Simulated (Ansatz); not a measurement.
# Al24TeN23: the cost of one run

Method: DFT, PBE, plane-wave PAW, default files, scalar-relativistic, as far as a step names no other, in Ansatz 0.2.0.

The COD entry's cell or inner coordinates are ideal or old and differ from later refinements, so a difference from it is no clean test against experiment.

**1. Starting point**

The structure is triclinic, space group P1 (No. 1). Conventional cell: a = 6.226 Å, b = 8.236 Å, c = 9.962 Å, α = 90.00°, β = 90.00°, γ = 100.89°. Al (site symmetry 1) is surrounded by 1 Te at 1.89 Å and 3 N at 1.89 Å. Around Al (site symmetry 1) lie 4 N at 1.89 Å. Only part of the 48 independent sites is listed.

Coordinates:

```cif
data_structure
_symmetry_space_group_name_H-M 'P 1'
_symmetry_Int_Tables_number 1
_cell_length_a 9.3390
_cell_length_b 6.2260
_cell_length_c 9.9620
_cell_angle_alpha 90.000
_cell_angle_beta 90.000
_cell_angle_gamma 120.000
_cell_volume 501.63
loop_
_atom_site_label
_atom_site_type_symbol
_atom_site_fract_x
_atom_site_fract_y
_atom_site_fract_z
_atom_site_occupancy
Al1 Al 0.11111 0.33333 0.00000 1
Al2 Al 0.11111 0.33333 0.50000 1
Al3 Al 0.11111 0.83333 0.00000 1
Al4 Al 0.11111 0.83333 0.50000 1
Al5 Al 0.44444 0.33333 0.00000 1
Al6 Al 0.44444 0.33333 0.50000 1
Al7 Al 0.44444 0.83333 0.00000 1
Al8 Al 0.44444 0.83333 0.50000 1
Al9 Al 0.77778 0.33333 0.00000 1
Al10 Al 0.77778 0.33333 0.50000 1
Al11 Al 0.77778 0.83333 0.00000 1
Al12 Al 0.77778 0.83333 0.50000 1
Al13 Al 0.22222 0.16667 0.25000 1
Al14 Al 0.22222 0.16667 0.75000 1
Al15 Al 0.22222 0.66667 0.25000 1
Al16 Al 0.22222 0.66667 0.75000 1
Al17 Al 0.55556 0.16667 0.25000 1
Al18 Al 0.55556 0.16667 0.75000 1
Al19 Al 0.55556 0.66667 0.25000 1
Al20 Al 0.55556 0.66667 0.75000 1
Al21 Al 0.88889 0.16667 0.25000 1
Al22 Al 0.88889 0.16667 0.75000 1
Al23 Al 0.88889 0.66667 0.25000 1
Al24 Al 0.88889 0.66667 0.75000 1
Te1 Te 0.11111 0.33333 0.19000 1
N1 N 0.11111 0.33333 0.69000 1
N2 N 0.11111 0.83333 0.19000 1
N3 N 0.11111 0.83333 0.69000 1
N4 N 0.44444 0.33333 0.19000 1
N5 N 0.44444 0.33333 0.69000 1
N6 N 0.44444 0.83333 0.19000 1
N7 N 0.44444 0.83333 0.69000 1
N8 N 0.77778 0.33333 0.19000 1
N9 N 0.77778 0.33333 0.69000 1
N10 N 0.77778 0.83333 0.19000 1
N11 N 0.77778 0.83333 0.69000 1
N12 N 0.22222 0.16667 0.44000 1
N13 N 0.22222 0.16667 0.94000 1
N14 N 0.22222 0.66667 0.44000 1
N15 N 0.22222 0.66667 0.94000 1
N16 N 0.55556 0.16667 0.44000 1
N17 N 0.55556 0.16667 0.94000 1
N18 N 0.55556 0.66667 0.44000 1
N19 N 0.55556 0.66667 0.94000 1
N20 N 0.88889 0.16667 0.44000 1
N21 N 0.88889 0.16667 0.94000 1
N22 N 0.88889 0.66667 0.44000 1
N23 N 0.88889 0.66667 0.94000 1
```

Atom 25 of the input is the impurity.

**2. Gradients at the starting positions**

input.yaml

```yaml
crystal:
  lattice:
    - [9.339, 0.0, 0.0]
    - [-3.113, 5.391874164, 0.0]
    - [0.0, 0.0, 9.962]
  atoms:
    - { symbol: Al, position: [0.1111111111, 0.3333333334, 0.0] }
    - { symbol: Al, position: [0.1111111111, 0.3333333334, 0.5] }
    - { symbol: Al, position: [0.1111111111, 0.8333333334, 0.0] }
    - { symbol: Al, position: [0.1111111111, 0.8333333334, 0.5] }
    - { symbol: Al, position: [0.4444444444, 0.3333333334, 0.0] }
    - { symbol: Al, position: [0.4444444444, 0.3333333334, 0.5] }
    - { symbol: Al, position: [0.4444444444, 0.8333333334, 0.0] }
    - { symbol: Al, position: [0.4444444444, 0.8333333334, 0.5] }
    - { symbol: Al, position: [0.7777777778, 0.3333333334, 0.0] }
    - { symbol: Al, position: [0.7777777778, 0.3333333334, 0.5] }
    - { symbol: Al, position: [0.7777777778, 0.8333333334, 0.0] }
    - { symbol: Al, position: [0.7777777778, 0.8333333334, 0.5] }
    - { symbol: Al, position: [0.2222222222, 0.1666666666, 0.25] }
    - { symbol: Al, position: [0.2222222222, 0.1666666666, 0.75] }
    - { symbol: Al, position: [0.2222222222, 0.6666666666, 0.25] }
    - { symbol: Al, position: [0.2222222222, 0.6666666666, 0.75] }
    - { symbol: Al, position: [0.5555555556, 0.1666666666, 0.25] }
    - { symbol: Al, position: [0.5555555556, 0.1666666666, 0.75] }
    - { symbol: Al, position: [0.5555555556, 0.6666666666, 0.25] }
    - { symbol: Al, position: [0.5555555556, 0.6666666666, 0.75] }
    - { symbol: Al, position: [0.8888888889, 0.1666666666, 0.25] }
    - { symbol: Al, position: [0.8888888889, 0.1666666666, 0.75] }
    - { symbol: Al, position: [0.8888888889, 0.6666666666, 0.25] }
    - { symbol: Al, position: [0.8888888889, 0.6666666666, 0.75] }
    - { symbol: Te, position: [0.1111111111, 0.3333333334, 0.19], spin: 1.0 }
    - { symbol: "N", position: [0.1111111111, 0.3333333334, 0.69] }
    - { symbol: "N", position: [0.1111111111, 0.8333333334, 0.19] }
    - { symbol: "N", position: [0.1111111111, 0.8333333334, 0.69] }
    - { symbol: "N", position: [0.4444444444, 0.3333333334, 0.19] }
    - { symbol: "N", position: [0.4444444444, 0.3333333334, 0.69] }
    - { symbol: "N", position: [0.4444444444, 0.8333333334, 0.19] }
    - { symbol: "N", position: [0.4444444444, 0.8333333334, 0.69] }
    - { symbol: "N", position: [0.7777777778, 0.3333333334, 0.19] }
    - { symbol: "N", position: [0.7777777778, 0.3333333334, 0.69] }
    - { symbol: "N", position: [0.7777777778, 0.8333333334, 0.19] }
    - { symbol: "N", position: [0.7777777778, 0.8333333334, 0.69] }
    - { symbol: "N", position: [0.2222222222, 0.1666666666, 0.44] }
    - { symbol: "N", position: [0.2222222222, 0.1666666666, 0.94] }
    - { symbol: "N", position: [0.2222222222, 0.6666666666, 0.44] }
    - { symbol: "N", position: [0.2222222222, 0.6666666666, 0.94] }
    - { symbol: "N", position: [0.5555555556, 0.1666666666, 0.44] }
    - { symbol: "N", position: [0.5555555556, 0.1666666666, 0.94] }
    - { symbol: "N", position: [0.5555555556, 0.6666666666, 0.44] }
    - { symbol: "N", position: [0.5555555556, 0.6666666666, 0.94] }
    - { symbol: "N", position: [0.8888888889, 0.1666666666, 0.44] }
    - { symbol: "N", position: [0.8888888889, 0.1666666666, 0.94] }
    - { symbol: "N", position: [0.8888888889, 0.6666666666, 0.44] }
    - { symbol: "N", position: [0.8888888889, 0.6666666666, 0.94] }
magnetization:
  spin_polarized: true
kpoints:
  mp_grid: { grid: [3, 4, 2] }
scf:
  occupations: { method: fermi_dirac, width: 0.01 }
hamiltonian:
  xc: pbe
  pseudopotentials: { kind: paw }
output:
  forces: true
  stress: true
  populations: true
  efg:
    quadrupole_moments_barn: { Al: 0.1466, "N": 0.02044 }
    contact_densities: true
```

Command:

```bash
> ansatz run input.yaml --threads 4 --pin off --max-ram 8192MiB --backend cpu --events-out ev --progress --plain --runs-dir out
```

**Question.** How long does this run take on 4 threads of Arm Neoverse V2, shared host, and how much memory does it need?

About 2.1 min, with a peak of 2.7 GiB.
